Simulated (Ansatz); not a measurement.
# Al: the cost of one run

Computed with Ansatz 0.2.0 (DFT r2SCAN, scalar-relativistic, plane waves, PAW, unless a step's input says otherwise).

3 further runs of the same task are left out: 2 that didn't finish, 1 set aside as unsound or not needed.

## Step 1: The structure to begin with

It takes space group P6_3/mmc (No. 194, hexagonal). The conventional cell has a = 2.822 Å, b = 2.822 Å, c = 9.262 Å, α = 90.00°, β = 90.00°, γ = 120.00°. Al (site symmetry -3m) is surrounded by 12 Al at 2.82 to 2.83 Å. Al (site symmetry -6m2) is surrounded by 12 Al at 2.82 to 2.83 Å.

Structure file:

```xyz
4
Lattice="2.8222 0.0000 0.0000 -1.4111 2.4441 0.0000 0.0000 0.0000 9.2621" Properties=species:S:1:pos:R:3 pbc="T T T"
Al    0.0000    0.0000    0.0000
Al    0.0000    1.6294    2.3155
Al    0.0000    0.0000    4.6310
Al    1.4111    0.8147    6.9465
```

It goes back to an entry of the Materials Project, which need not be the stable form.

This cell was relaxed beforehand with the same method: volume 15.97 Å³/atom, gap on the mesh none (metal).

## Step 2: Zero of the scan

input.yaml reads:

```yaml
crystal:
  lattice:
    - [2.8221979695, 0.0, 0.0]
    - [-1.4110989848, 2.4440951361, 0.0]
    - [0.0, 0.0, 9.2620593401]
  atoms:
    - { symbol: Al, position: [0.0, 0.0, 0.0] }
    - { symbol: Al, position: [0.3333333333, 0.6666666667, 0.25] }
    - { symbol: Al, position: [0.0, 0.0, 0.5] }
    - { symbol: Al, position: [0.6666666667, 0.3333333333, 0.75] }
basis:
  ecutwfc: 500
kpoints:
  mp_grid: { grid: [24, 24, 6] }
hamiltonian:
  xc: r2scan
scf:
  occupations: { method: gaussian, width: 0.15 }
output:
  forces: true
  stress: true
  eigenvalues: true
  write_density: true
  write_potential: true
  elf: true
  volumetric_format: npy
```

On the command line:

```
$ ansatz run input.yaml --threads 1 --pin off --max-ram 2560MiB --backend cpu --events-out ev --progress --plain --runs-dir out
```

What time and memory should one allow on 1 thread of Arm Neoverse V2, shared host?

About 30 s, with a peak of 0.7 GiB.
